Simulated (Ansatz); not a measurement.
# C2H6F2N2W: the cost of one run

Method: the settings change from run to run; program: Ansatz 0.2.0, Gaussian basis.

**1. The molecule**

The structure was relaxed beforehand with PBE0-D4 in a triple-zeta def2 set. W takes a core potential in def2 sets; no spin-orbit term is included.

SMILES `C[N]=[W]([F])([F])=[N]C`, 13 atoms, charge 0, spin multiplicity 1.

Atoms are counted from 1 here; the program's logs count them from 0.

Bond lengths: C1–N2 1.418 Å, C1–H8 1.095 Å, C1–H9 1.095 Å, C1–H10 1.095 Å, N2–W3 1.740 Å, W3–F4 1.880 Å, W3–F5 1.880 Å, W3–N6 1.740 Å, N6–C7 1.418 Å, C7–H11 1.095 Å, C7–H12 1.095 Å, C7–H13 1.095 Å. Angles: N2–C1–H8 111.7°, N2–C1–H9 110.3°, N2–C1–H10 110.3°, H8–C1–H9 108.3°, H8–C1–H10 108.3°, H9–C1–H10 107.9°, C1–N2–W3 160.7°, N2–W3–F4 107.8°, N2–W3–F5 107.8°, N2–W3–N6 108.9°, F4–W3–F5 116.6°, F4–W3–N6 107.8°, F5–W3–N6 107.8°, W3–N6–C7 160.4°, N6–C7–H11 110.3°, N6–C7–H12 111.7°, N6–C7–H13 110.3°, H11–C7–H12 108.3° and more.

**2. B97/def2-TZVP**

This run has charge -1, multiplicity 2, atoms shaken by 0.15 Å, a point charge of 0.50 e beside it, relativity set to none.

File in.yaml:

```yaml
crystal:
  periodic: [false, false, false]
  atoms:
    - {symbol: C, position_ang: [-0.251493, 0.140504, 2.307972]}
    - {symbol: N, position_ang: [-0.110453, 0.980170, 0.892883]}
    - {symbol: W, position_ang: [0.000243, 1.537218, -0.343152]}
    - {symbol: F, position_ang: [-1.455857, 2.566756, -0.857404]}
    - {symbol: F, position_ang: [1.564008, 2.286635, -0.548071]}
    - {symbol: N, position_ang: [0.067529, -0.061595, -1.690975]}
    - {symbol: C, position_ang: [0.273237, -1.538369, -1.978756]}
    - {symbol: H, position_ang: [-0.421044, -1.058472, 2.098064]}
    - {symbol: H, position_ang: [0.664194, 0.533136, 2.891704]}
    - {symbol: H, position_ang: [-1.080426, 0.673091, 3.108789]}
    - {symbol: H, position_ang: [-0.629253, -1.687392, -2.339025]}
    - {symbol: H, position_ang: [-0.061273, -1.868043, -0.863549]}
    - {symbol: H, position_ang: [1.038540, -1.460936, -2.397155]}
basis:
  gaussian: {orbitals: def2-TZVP, point_charges: [{charge: 0.50, position_ang: [4.237, 0.951, -0.287]}]}
total_charge: -1
magnetization: {spin_polarized: true, initial_magnetization: 1}
hamiltonian: {xc: {name: B97}, pseudopotentials: {relativity: none}}
```

Command:

```bash
ansatz run in.yaml --threads 2 --pin off --events-out ev --progress --plain --max-ram 32768MiB --backend cpu
```

Q: Estimate wall time and peak memory on 2 threads of AMD EPYC 7R13, shared host.

About 53 s, with a peak of 1.2 GiB.
